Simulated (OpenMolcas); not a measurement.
**Tc³⁺ among point charges: CASSCF and CASPT2 levels and susceptibility**

Aim: the splitting of the states of Tc³⁺ in the field of 6 point charges, its lowest levels with spin-orbit coupling and its magnetic susceptibility.

Method: state-averaged CASSCF and CASPT2, spin-orbit coupling by RASSI with atomic mean-field integrals. Code: OpenMolcas 26.06.

## (1) Starting point

```
Species                           : Tc³⁺ (technetium, Z = 43, 40 electrons)
Basis                             : ANO-RCC-VDZP [6s5p3d1f], 43 functions
Scalar Hamiltonian                : DKH2, point nucleus
Inactive shells                   : 1s 2s 2p 3s 3p 3d 4s 4p
Active space                      : 4 electrons in 5 orbitals (4d)
Some configurations of this space : 4d⁴
Orbitals                          : optimised for each spin and parity, averaged over all roots
```

The outer shells:

4d4
```
4d [↑ ][↑ ][↑ ][↑ ][  ]
```

The ion sits among 6 point charges of -0.85 e arranged as a tetragonal octahedron (D4h), 2.09 Å from the ion, with the axial distance 2.153 Å.

Each step is its own input file, run in one work folder so that later steps find the files of earlier ones. Labels, J, g values, rates, χT and fits are worked out afterwards by a script from the matrices that RASSI stores. The input lists half of the charges; inversion (Group=XYZ) makes the rest.

## (2) GATEWAY and SEWARD: basis and integrals

a.inp reads:

```
&GATEWAY
Coord
1

Tc 0.0 0.0 0.0
Basis=ANO-RCC-VDZP
Group=XYZ
NoMove
AngMom=0.0 0.0 0.0
AMFI
XField
3 Angstrom 0
2.090000 0.000000 0.000000 -0.850000
0.000000 2.090000 0.000000 -0.850000
0.000000 0.000000 2.152700 -0.850000
&SEWARD
```

On the command line:

```
OMP_NUM_THREADS=1 MOLCAS_MEM=1689 MOLCAS_PROJECT=a pymolcas a.inp > a.log
```

## (3) Reference wave functions, quintets of even parity, 5 roots

a.inp reads:

```
&RASSCF
FileOrb=start.orb
Symmetry=1
Spin=5
nActEl=4 0 0
Inactive=9 9
Ras2=5 0
CIRoot=5 5 1
SDav=5
CIMx=300
Iter=120 100
PrWF=0.3
OrbListing=Nothing
MaxOrb=0
>>> COPY $Project.JobIph JOB001
```

start.orb holds the contracted functions of the basis, ordered by shell, or the orbitals of the step before.

## (4) CASSCF: triplets of even parity, 45 roots

a.inp reads:

```
&RASSCF
FileOrb=start.orb
Symmetry=1
Spin=3
nActEl=4 0 0
Inactive=9 9
Ras2=5 0
CIRoot=45 45 1
SDav=45
CIMx=300
Iter=120 100
PrWF=0.3
OrbListing=Nothing
MaxOrb=0
>>> COPY $Project.JobIph JOB002
```

## (5) CASSCF: singlets of even parity, 50 roots

a.inp reads:

```
&RASSCF
FileOrb=start.orb
Symmetry=1
Spin=1
nActEl=4 0 0
Inactive=9 9
Ras2=5 0
CIRoot=50 50 1
SDav=50
CIMx=300
Iter=120 100
PrWF=0.3
OrbListing=Nothing
MaxOrb=0
>>> COPY $Project.JobIph JOB003
```

## (6) RASSI: spin-orbit coupling between the states

a.inp reads:

```
&RASSI
NrOfJobIphs=3 5 45 50
1 2 3 4 5
1 2 3 4 5 6 7 8 9 10 11 12 13 14 15 16 17 18 19 20 21 22 23 24 25 26 27
28 29 30 31 32 33 34 35 36 37 38 39 40 41 42 43 44 45
1 2 3 4 5 6 7 8 9 10 11 12 13 14 15 16 17 18 19 20 21 22 23 24 25 26 27
28 29 30 31 32 33 34 35 36 37 38 39 40 41 42 43 44 45 46 47 48 49 50
IphNames
JOB001
JOB002
JOB003
EJob
SpinOrbit
DIPRint=1.0
SOCoupling=1000.0
Subsets=2
Property=9
'ANGMOM' 1 'ANGMOM' 2 'ANGMOM' 3 'MLTPL  1' 1 'MLTPL  1' 2 'MLTPL  1' 3
'AMFI' 1 'AMFI' 2 'AMFI' 3
SOProperty=3
'ANGMOM' 1 'ANGMOM' 2 'ANGMOM' 3
```

## (7) CASPT2: IPEA 0.25, imaginary shift 0.1 (closed shells correlated: 4s 4p)

a.inp reads:

```
>>> COPY JOB001 $Project.JobIph
&CASPT2
Multistate=5 1 2 3 4 5
NoMult
Frozen=8 6
IPEA=0.25
Imaginary=0.1
MaxIter=60
WThr=0.0 0.3 0.05
PrWF=0.5
NoMix
>>> COPY JOB002 $Project.JobIph
&CASPT2
Multistate=45 1 2 3 4 5 6 7 8 9 10 11 12 13 14 15 16 17 18 19 20 21 22
23 24 25 26 27 28 29 30 31 32 33 34 35 36 37 38 39 40 41 42 43 44 45
NoMult
Frozen=8 6
IPEA=0.25
Imaginary=0.1
MaxIter=60
WThr=0.0 0.3 0.05
PrWF=0.5
NoMix
>>> COPY JOB003 $Project.JobIph
&CASPT2
Multistate=50 1 2 3 4 5 6 7 8 9 10 11 12 13 14 15 16 17 18 19 20 21 22
23 24 25 26 27 28 29 30 31 32 33 34 35 36 37 38 39 40 41 42 43 44 45 46
47 48 49 50
NoMult
Frozen=8 6
IPEA=0.25
Imaginary=0.1
MaxIter=60
WThr=0.0 0.3 0.05
PrWF=0.5
NoMix
```

(Steps that only read results are left out.)

Before running it: what results should come out? Wanted: spin-free ground state; first state of the same spin within the active space; lowest level; next level.

The runs gave:

| quantity | value |
| --- | --- |
| method | SS-CASPT2, IPEA 0.25, imaginary shift 0.1 (closed shells correlated: 4s 4p) |
| spin-free ground state | 5B1, 1-fold in its orbital part |
| first state of the same spin within the active space | 5A1 at 864 cm⁻¹ |
| lowest level | 1-fold A1 |
| next level | 42.8 cm⁻¹ |
| χT at 300 K | 2.09 cm³ K/mol |
| effective moment at 300 K | 4.09 μB |

Cost by method:

```
                                              method  time of its own steps  time with the reference
                                           A. CASSCF                   19 s                     19 s
B. SS-CASPT2, IPEA 0.25, imaginary shift 0.1, +4s 4p                  5.3 s                     24 s
```

Times are of one thread on a shared host.

In words: The spin-free ground state (5B1) comes to 100 % from free-ion D terms and keeps the highest spin of the shell. χT at 300 K is 2.09, against 3.01 cm³ K/mol for the spin alone, so spin-orbit coupling lowers it. An active space of the d shell alone favours high spin; real ions in strong fields can be low spin. The field of point charges can differ much from that of real complexes. With metal d orbitals alone active, the gaps between spin states are rough; where two lie within a few thousand cm-1, their order is open. Point charges carry no covalency, so the field is a model and not that of real ligands.
